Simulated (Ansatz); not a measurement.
# Hf11Si13: the cost of one run

Method: DFT PBE, scalar-relativistic, plane waves, PAW, in Ansatz 0.2.0.

**1. Starting point**

The cell holds 24 atoms (Hf11Si13): a = 7.744 Å, b = 7.903 Å, c = 7.870 Å, α = 89.84°, β = 86.91°, γ = 91.12°.

It is the last frame of an earlier stage of the same melt, run at 2990 K.

The coordinates stand in the first input below.

**2. Langevin stage at 2150 K**

One k point, a Fermi-Dirac width of 0.185 eV and a fixed cell.

Contents of input.yaml:

```yaml
crystal:
  lattice:
    - [7.741093, -0.076927, 0.210367]
    - [-0.076927, 7.90266, 0.011703]
    - [0.210367, 0.011703, 7.866978]
  atoms:
    - { symbol: Si, position: [0.5555609547, 0.9980286797, 0.7702909455] }
    - { symbol: Si, position: [0.8949102738, 0.3803420531, 0.2209743475] }
    - { symbol: Si, position: [0.7900528088, 0.9287326741, 0.6173912493] }
    - { symbol: Si, position: [0.1040063751, 0.5217296386, 0.659415483] }
    - { symbol: Si, position: [0.6534591225, 0.9760326402, 0.1146179908] }
    - { symbol: Si, position: [0.8142208653, 0.6068435511, 0.7828675177] }
    - { symbol: Si, position: [0.7444984776, 0.3897612206, 0.6288594556] }
    - { symbol: Si, position: [0.2571138785, 0.2054275759, 0.3015791315] }
    - { symbol: Si, position: [0.9791593514, 0.3481877419, 0.9312852661] }
    - { symbol: Si, position: [0.4719844065, 0.6157561079, 0.1673663415] }
    - { symbol: Si, position: [0.9656479555, 0.2320777359, 0.4816421014] }
    - { symbol: Si, position: [0.9546300748, 0.0438591888, 0.9953191043] }
    - { symbol: Si, position: [0.4868462104, 0.5181474097, 0.4927931042] }
    - { symbol: Hf, position: [0.4748076151, 0.869349677, 0.4245791354] }
    - { symbol: Hf, position: [0.2899617716, 0.2240679127, 0.6862024943] }
    - { symbol: Hf, position: [0.8672965673, 0.6855211021, 0.1004350782] }
    - { symbol: Hf, position: [0.0492669903, 0.9429583479, 0.3004263384] }
    - { symbol: Hf, position: [0.2292279231, 0.5192203984, 0.3344619972] }
    - { symbol: Hf, position: [0.0791533561, 0.8391106623, 0.7159847294] }
    - { symbol: Hf, position: [0.8278473823, 0.6357004014, 0.4556572943] }
    - { symbol: Hf, position: [0.3149206039, 0.035358057, 0.0271258476] }
    - { symbol: Hf, position: [0.6169835321, 0.2305197282, 0.3674330535] }
    - { symbol: Hf, position: [0.4028049489, 0.6229036147, 0.7911359491] }
    - { symbol: Hf, position: [0.5911114102, 0.3442144189, 0.9377456769] }
  symmetry: { detect: false }
basis:
  ecutwfc: 420
  xc_grid: 1
kpoints:
  mp_grid: { grid: [1, 1, 1], shift: [0.25, 0.25, 0.25] }
hamiltonian:
  xc: pbe
scf:
  occupations: { method: fermi_dirac, width: 0.1853 }
  lower_state_search: "off"
  convergence: { dr2_threshold: 1.0e-05 }
output:
  forces: true
  stress: true
md:
  timestep: 3.0
  n_steps: 39
  ensemble: nvt_langevin
  friction: 0.03
  temperature: 2150.0
  initial_velocities: maxwell_boltzmann
  seed: 53565
```

Run with:

```sh
ansatz run input.yaml --threads 2 --pin off --max-ram 5120MiB --backend cpu --events-out ev --progress --plain --runs-dir out
```

What time and memory should one allow on 2 threads of Arm Neoverse V1, shared host?

About 5 min, with a peak of 0.87 GiB.
